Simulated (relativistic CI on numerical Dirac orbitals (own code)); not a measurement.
# Hf³⁺ (5d) in crystal fields: levels and magnetism

How does a crystal field split the 5d shell of Hf³⁺, and what follows for the ground state and χT? 6 fields tried.

Method: Dirac-Coulomb-Breit CI, KLI orbitals optimised for each configuration, model QED (radiative potential, 1s self-energy scaled to tabulated hydrogen-like ionisation energies), valence Slater integrals scaled by 0.65, one configuration in a parametric crystal field. Code: relativistic CI on numerical Dirac orbitals (own code) version 1.

## 1. What is computed

| Item | Value |
| --- | --- |
| ion | Hf³⁺ (Hf IV) |
| nuclear charge | 72 |
| electrons | 69 |
| open shell | 5d |
| Slater scale | 0.65 |
| field 1 (cm⁻¹) | D4h, 10Dq = 27150, Ds = 950, Dt = -500 |
| field 2 (cm⁻¹) | D4h, 10Dq = 27150, Ds = 1360, Dt = -500 |
| field 3 (cm⁻¹) | D4h, 10Dq = 27150, Ds = 1770, Dt = -500 |
| field 4 (cm⁻¹) | D4h, 10Dq = 27150, Ds = 2180, Dt = -500 |
| field 5 (cm⁻¹) | D4h, 10Dq = 27150, Ds = 2590, Dt = -500 |
| field 6 (cm⁻¹) | D4h, 10Dq = 27150, Ds = 3000, Dt = -500 |

The outer shells:

[Xe] 4f14 5d1
```
[Xe] core
4f [↑↓][↑↓][↑↓][↑↓][↑↓][↑↓][↑↓]
5d [↑ ][  ][  ][  ][  ]
```

## 2. Field 1: D4h, 10Dq = 27150, Ds = 950, Dt = -500

Input settings:

```ini
atom Hf  Z=72  charge=3  electrons=69
nucleus A=180  rms_radius_fm=5.3470
hamiltonian dirac-coulomb  breit=on  qed=on  c_scale=1
orbitals kli  potential=per-configuration
slater_scale 0.65
correlation none
mixing on
configurations
  [Xe] 4f14 5d
end
crystal_field D4h 10Dq=27150 Ds=950 Dt=-500
```

Main fields of the result record, rounded:

```text
status: converged
cf_levels [E_cm, degeneracy, irrep, S_eff, L_eff, J_eff, g_principal]:
  - [0, 2, "G6", 0.5, 2, 1.89, [0.005, 0.286, 0.286]]
  - [1366.1, 2, "G7", 0.5, 2, 2.17, [0.415, 0.415, 3.742]]
  - [6447.8, 2, "G7", 0.5, 2, 2.249, [1.3, 2.501, 2.501]]
  - [32217, 2, "G6", 0.5, 2, 2.2, [1.995, 2.288, 2.288]]
  - [33526.6, 2, "G7", 0.5, 2, 2.204, [2.086, 2.086, 2.444]]
chiT [K, cm3 K/mol]: [[2, 0.00548441], [5, 0.00606008], [10, 0.00701953], [20, 0.00893844], [50, 0.0146952], [100, 0.0242897], [200, 0.0434997], [300, 0.0631833]]
stabilisation [cm-1]: -12353.4
radial 5d [Ha, bohr]: {"<r^-3>(5d)": 6.7316, "<r^1>(5d)": 1.9307, "<r^2>(5d)": 4.307, "<r^4>(5d)": 30.968, "zeta(5d)": 0.007137}
n_levels_all: 5
```

It took 0.11 s on 1 thread, shared host.

## 3. Field 2: D4h, 10Dq = 27150, Ds = 1360, Dt = -500

Settings: those of step 2 with these lines changed.

```diff
@@ -10,2 +10,2 @@
 end
-crystal_field D4h 10Dq=27150 Ds=950 Dt=-500
+crystal_field D4h 10Dq=27150 Ds=1360 Dt=-500
```

Result record:

```text
status: converged
cf_levels [E_cm, degeneracy, irrep, S_eff, L_eff, J_eff, g_principal]:
  - [0, 2, "G6", 0.5, 2, 1.889, [0.005, 0.289, 0.289]]
  - [1425.3, 2, "G7", 0.5, 2, 2.199, [0.344, 0.344, 3.837]]
  - [7622.9, 2, "G7", 0.5, 2, 2.221, [1.394, 2.426, 2.426]]
  - [31810, 2, "G6", 0.5, 2, 2.201, [1.995, 2.291, 2.291]]
  - [34756.8, 2, "G7", 0.5, 2, 2.204, [2.082, 2.082, 2.445]]
chiT [K, cm3 K/mol]: [[2, 0.00561144], [5, 0.00618564], [10, 0.00714264], [20, 0.00905664], [50, 0.0147986], [100, 0.0243686], [200, 0.0435229], [300, 0.063053]]
stabilisation [cm-1]: -12764.9
n_levels_all: 5
```

Run time: 0.11 s. Hardware: 1 thread, shared host.

## 4. Field 3: D4h, 10Dq = 27150, Ds = 1770, Dt = -500

Settings: those of step 3 with these lines changed.

```diff
@@ -10,2 +10,2 @@
 end
-crystal_field D4h 10Dq=27150 Ds=1360 Dt=-500
+crystal_field D4h 10Dq=27150 Ds=1770 Dt=-500
```

Result record:

```text
status: converged
cf_levels [E_cm, degeneracy, irrep, S_eff, L_eff, J_eff, g_principal]:
  - [0, 2, "G6", 0.5, 2, 1.888, [0.005, 0.293, 0.293]]
  - [1466.3, 2, "G7", 0.5, 2, 2.219, [0.288, 0.288, 3.89]]
  - [8816.1, 2, "G7", 0.5, 2, 2.202, [1.446, 2.367, 2.367]]
  - [31403, 2, "G6", 0.5, 2, 2.201, [1.995, 2.295, 2.295]]
  - [35987.2, 2, "G7", 0.5, 2, 2.203, [2.079, 2.079, 2.446]]
chiT [K, cm3 K/mol]: [[2, 0.00574339], [5, 0.0063162], [10, 0.00727089], [20, 0.00918026], [50, 0.0149084], [100, 0.0244553], [200, 0.0435599], [300, 0.0629821]]
stabilisation [cm-1]: -13176.4
n_levels_all: 5
```

Wall time 0.11 s (1 thread, shared host).

## 5. Field 4: D4h, 10Dq = 27150, Ds = 2180, Dt = -500

Settings: those of step 4 with these lines changed.

```diff
@@ -10,2 +10,2 @@
 end
-crystal_field D4h 10Dq=27150 Ds=1770 Dt=-500
+crystal_field D4h 10Dq=27150 Ds=2180 Dt=-500
```

Result record:

```text
status: converged
cf_levels [E_cm, degeneracy, irrep, S_eff, L_eff, J_eff, g_principal]:
  - [0, 2, "G6", 0.5, 2, 1.887, [0.005, 0.297, 0.297]]
  - [1496.6, 2, "G7", 0.5, 2, 2.234, [0.245, 0.245, 3.922]]
  - [10020, 2, "G7", 0.5, 2, 2.188, [1.477, 2.321, 2.321]]
  - [30996.1, 2, "G6", 0.5, 2, 2.202, [1.995, 2.299, 2.299]]
  - [37217.6, 2, "G7", 0.5, 2, 2.203, [2.076, 2.076, 2.447]]
chiT [K, cm3 K/mol]: [[2, 0.00588045], [5, 0.00645192], [10, 0.00740436], [20, 0.00930924], [50, 0.0150239], [100, 0.0245483], [200, 0.043606], [300, 0.062943]]
stabilisation [cm-1]: -13588.0
n_levels_all: 5
```

Run time: 0.11 s. Hardware: 1 thread, shared host.

## 6. Field 5: D4h, 10Dq = 27150, Ds = 2590, Dt = -500

Settings: those of step 5 with these lines changed.

```diff
@@ -10,2 +10,2 @@
 end
-crystal_field D4h 10Dq=27150 Ds=2180 Dt=-500
+crystal_field D4h 10Dq=27150 Ds=2590 Dt=-500
```

Result record:

```text
status: converged
cf_levels [E_cm, degeneracy, irrep, S_eff, L_eff, J_eff, g_principal]:
  - [0, 2, "G6", 0.5, 2, 1.887, [0.006, 0.3, 0.3]]
  - [1520.1, 2, "G7", 0.5, 2, 2.245, [0.212, 0.212, 3.942]]
  - [11230.8, 2, "G7", 0.5, 2, 2.177, [1.497, 2.285, 2.285]]
  - [30589.4, 2, "G6", 0.5, 2, 2.203, [1.994, 2.303, 2.303]]
  - [38448.2, 2, "G7", 0.5, 2, 2.202, [2.073, 2.073, 2.448]]
chiT [K, cm3 K/mol]: [[2, 0.00602289], [5, 0.00659302], [10, 0.00754324], [20, 0.00944367], [50, 0.015145], [100, 0.0246472], [200, 0.043659], [300, 0.0629232]]
stabilisation [cm-1]: -13999.6
n_levels_all: 5
```

Run time: 0.11 s. Hardware: 1 thread, shared host.

## 7. Field 6: D4h, 10Dq = 27150, Ds = 3000, Dt = -500

Settings: those of step 6 with these lines changed.

```diff
@@ -10,2 +10,2 @@
 end
-crystal_field D4h 10Dq=27150 Ds=2590 Dt=-500
+crystal_field D4h 10Dq=27150 Ds=3000 Dt=-500
```

Result record:

```text
status: converged
cf_levels [E_cm, degeneracy, irrep, S_eff, L_eff, J_eff, g_principal]:
  - [0, 2, "G6", 0.5, 2, 1.886, [0.006, 0.304, 0.304]]
  - [1538.9, 2, "G7", 0.5, 2, 2.253, [0.185, 0.185, 3.956]]
  - [12446.3, 2, "G7", 0.5, 2, 2.168, [1.51, 2.255, 2.255]]
  - [30182.7, 2, "G6", 0.5, 2, 2.203, [1.994, 2.307, 2.307]]
  - [39678.9, 2, "G7", 0.5, 2, 2.202, [2.07, 2.07, 2.448]]
chiT [K, cm3 K/mol]: [[2, 0.00617097], [5, 0.00673976], [10, 0.00768775], [20, 0.00958374], [50, 0.0152717], [100, 0.0247516], [200, 0.043718], [300, 0.0629167]]
stabilisation [cm-1]: -14411.3
n_levels_all: 5
```

Run time: 0.11 s. Hardware: 1 thread, shared host.

## 8. Comparison of the fields

| field | ground state | degeneracy | S | J | first gap (cm⁻¹) | stabilisation (cm⁻¹) | χT at 2 K | χT at 300 K |
| --- | --- | --- | --- | --- | --- | --- | --- | --- |
| 1: D4h | G6 | 2 | 0.50 | 1.89 | 1366 | -12353 | 0.005 | 0.063 |
| 2: D4h | G6 | 2 | 0.50 | 1.89 | 1425 | -12765 | 0.006 | 0.063 |
| 3: D4h | G6 | 2 | 0.50 | 1.89 | 1466 | -13176 | 0.006 | 0.063 |
| 4: D4h | G6 | 2 | 0.50 | 1.89 | 1497 | -13588 | 0.006 | 0.063 |
| 5: D4h | G6 | 2 | 0.50 | 1.89 | 1520 | -14000 | 0.006 | 0.063 |
| 6: D4h | G6 | 2 | 0.50 | 1.89 | 1539 | -14411 | 0.006 | 0.063 |

χT is in cm³ K/mol; stabilisation counts from the free ion's lowest level; S and J come from the expectation values of their squares.

## 9. Outcome

```
                           quantity                                                 value
ground spin (effective S from ⟨S²⟩)  1: 0.50, 2: 0.50, 3: 0.50, 4: 0.50, 5: 0.50, 6: 0.50
                        χT at 300 K                                0.06 to 0.06 cm³ K/mol
                     ground doublet                         field 4, g = 0.01, 0.30, 0.30
```

In words: All fields leave the ground state at S = 1/2. The field is a set of parameters, without covalency or charge transfer.
